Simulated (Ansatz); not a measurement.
# ZrH2 (triplet): from Hartree-Fock to the top rungs at a displaced geometry (v1), def2-TZVPP

The task here is to estimate one member of a computed series from the others.

Program: Ansatz 0.2.0, Gaussian basis. Level of theory: def2-TZVPP, core rule «outside noble gas», up to 4 orbitals frozen. These are calculated values, not measurements.

Plan: UHF; CCSD(T) on ROHF; CCSD(T) on UHF; CCSDT(Q) on ROHF; CCSDT(Q) on UHF.

29 further runs of the same task are left out: 9 for a known fault of the program, 9 that didn't finish, 11 set aside as unsound or not needed. Runs told in other sessions of the task aren't counted.

## The system

The geometry is a PBE0/def2-TZVP stationary point (not a proven minimum) with its atoms shifted at random (size 0.040 Å). No spin-orbit coupling is included. Elements past krypton take def2 core potentials.

3 atoms, charge 0, spin multiplicity 3.

Atoms are counted from 1 here; the program's logs count them from 0.

Bond lengths: Zr1–H2 1.975 Å, Zr1–H3 1.911 Å. Angles: H2–Zr1–H3 178.4°.

The first run:

in.yaml

```yaml
crystal:
  periodic: [false, false, false]
  atoms:
    - {symbol: Zr, position_ang: [-0.015433, -0.009008, 0.021640]}
    - {symbol: H, position_ang: [-0.016266, -0.025151, -1.952813]}
    - {symbol: H, position_ang: [0.031698, 0.034159, 1.931173]}
basis:
  gaussian: {orbitals: def2-TZVPP}
magnetization: {spin_polarized: true, initial_magnetization: 2}
hamiltonian: {xc: hf}
output: {orbitals: {seedname: orbitals}}
```

Launch:

```
$ ansatz run in.yaml --threads 1 --pin off --events-out ev --progress --plain --max-ram 2393MiB
```

Steps of the session up to this table: UHF; CCSD(T) on ROHF; CCSD(T) on UHF; CCSDT(Q) on ROHF; CCSDT(Q) on UHF.

One table of the session follows, with a row left open; its other results are not shown here.

```
   method  from RCCSDT(Q) (kJ/mol)
     ROHF                   +256.3
      UHF                        ?
     RMP2                    +57.4
     UMP2                    +48.7
    RCCSD                     +6.7
    UCCSD                     -1.9
 RCCSD(T)                     +1.7
 UCCSD(T)                     -6.8
   RCCSDT                     +0.1
   UCCSDT                     -8.4
RCCSDT(Q)                        0
UCCSDT(Q)                     -8.5
```

Estimate the missing values for UHF.

**Answer.** from RCCSDT(Q) (kJ/mol): +244.6. In the column «from RCCSDT(Q) (kJ/mol)» it lies between RMP2 (+57.4) and ROHF (+256.3).

Caveats from the session: Restricted and unrestricted rows rest on different reference determinants; a gap between their highest levels can come from leftover correlation error, from unlike frozen cores or from another state.
